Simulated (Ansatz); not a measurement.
# C3H7BF2: up Jacob's ladder to CCSD(T)

An exercise on one series of results from a longer session: the logs are not shown, and one member is left open.

Program: Ansatz 0.2.0, Gaussian basis. Level of theory: functionals in def2-TZVPP, the program's frozen cores in correlated methods. These are calculated values, not measurements.

Plan: LDA (SPW92), PBE-D4, revPBE-D4, BLYP-D4, r2SCAN-D4, B97M-V, PBE0-D4, B3LYP-D4, r2SCANh-D4, r2SCAN0-D4, HSE06-D4, BHLYP-D4, CAM-B3LYP-D4, LC-ωPBE, ωB97X-V, ωB97M-V, B2PLYP, PBE-QIDH; CCSD(T)/def2-SVP; CCSD(T)/def2-TZVPP; MP2/def2-QZVPP; extrapolation to the limit; RPA on PBE.

## Structure used throughout

An earlier PBE0-D4 in a triple-zeta def2 set relaxation fixed the geometry.

SMILES `CC(C)B(F)F`, 13 atoms, charge 0, spin multiplicity 1.

Atoms are counted from 1 here; the program's logs count them from 0.

Bond lengths: C1–C2 1.527 Å, C1–H7 1.094 Å, C1–H8 1.093 Å, C1–H9 1.091 Å, C2–C3 1.527 Å, C2–B4 1.565 Å, C2–H10 1.104 Å, C3–H11 1.093 Å, C3–H12 1.094 Å, C3–H13 1.091 Å, B4–F5 1.324 Å, B4–F6 1.324 Å. Angles: C2–C1–H7 111.0°, C2–C1–H8 110.8°, C2–C1–H9 111.9°, H7–C1–H8 107.4°, H7–C1–H9 107.6°, H8–C1–H9 108.1°, C1–C2–C3 112.1°, C1–C2–B4 112.9°, C1–C2–H10 107.4°, C3–C2–B4 112.9°, C3–C2–H10 107.4°, B4–C2–H10 103.3°, C2–C3–H11 110.8°, C2–C3–H12 111.0°, C2–C3–H13 111.9°, H11–C3–H12 107.4°, H11–C3–H13 108.1°, H12–C3–H13 107.6° and more.

Set-up of the first run:

in.yaml

```yaml
crystal:
  periodic: [false, false, false]
  atoms:
    - {symbol: C, position_ang: [-0.846351, -0.895630, -0.718061]}
    - {symbol: C, position_ang: [0.226930, 0.094049, -0.269528]}
    - {symbol: C, position_ang: [0.969891, -0.387207, 0.975002]}
    - {symbol: B, position_ang: [-0.311924, 1.556543, -0.130949]}
    - {symbol: F, position_ang: [0.258163, 2.445434, 0.667254]}
    - {symbol: F, position_ang: [-1.343180, 1.997469, -0.834034]}
    - {symbol: H, position_ang: [-1.607755, -1.025182, 0.056341]}
    - {symbol: H, position_ang: [-0.409844, -1.878264, -0.914447]}
    - {symbol: H, position_ang: [-1.352959, -0.562785, -1.625620]}
    - {symbol: H, position_ang: [0.965814, 0.171495, -1.085591]}
    - {symbol: H, position_ang: [1.428686, -1.363580, 0.799290]}
    - {symbol: H, position_ang: [0.286304, -0.495018, 1.821933]}
    - {symbol: H, position_ang: [1.756724, 0.307776, 1.273310]}
basis:
  gaussian: {orbitals: def2-TZVPP}
hamiltonian: {xc: lda}
output: {orbitals: {seedname: orbitals}}
```

Command:

```console
$ ansatz run in.yaml --threads 4 --pin off --events-out ev --progress --plain --max-ram 10444MiB
```

Among the steps run: LDA; PBE-D4 (GGA); revPBE-D4 (GGA); BLYP-D4 (GGA); r2SCAN-D4 (meta-GGA); B97M-V (meta-GGA); B3LYP-D4 (hybrid); r2SCANh-D4 (hybrid); r2SCAN0-D4 (hybrid); HSE06-D4 (hybrid); BHLYP-D4 (hybrid); CAM-B3LYP-D4 (range-separated); LC-ωPBE (range-separated); ωB97X-V (range-separated); ωB97M-V (range-separated); B2PLYP (double hybrid); PBE-QIDH (double hybrid).

One table of the session follows, with a row left open; its other results are not shown here.

It belongs to the step «Orbital energies across the functionals». 

```
  functional  HOMO (eV)  gap (eV)
 LDA (SPW92)          ?         ?
      PBE-D4      -7.50      6.66
   revPBE-D4      -7.46      6.75
     BLYP-D4      -7.45      6.69
   r2SCAN-D4      -7.81      7.42
      B97M-V      -7.95      7.45
     PBE0-D4      -8.97      9.12
    B3LYP-D4      -8.79      8.63
  r2SCANh-D4      -8.35      8.30
  r2SCAN0-D4      -9.16      9.61
    HSE06-D4      -8.56      8.33
    BHLYP-D4     -10.41     11.39
CAM-B3LYP-D4     -10.44     11.54
     LC-ωPBE     -11.75     14.18
     ωB97X-V     -11.42     13.65
     ωB97M-V     -11.28     13.13
```

Estimate the missing values for LDA (SPW92).

**Answer.** HOMO (eV): -7.58; gap (eV): 6.42. In the column «HOMO (eV)» it lies between r2SCAN-D4 (-7.81) and PBE-D4 (-7.50).
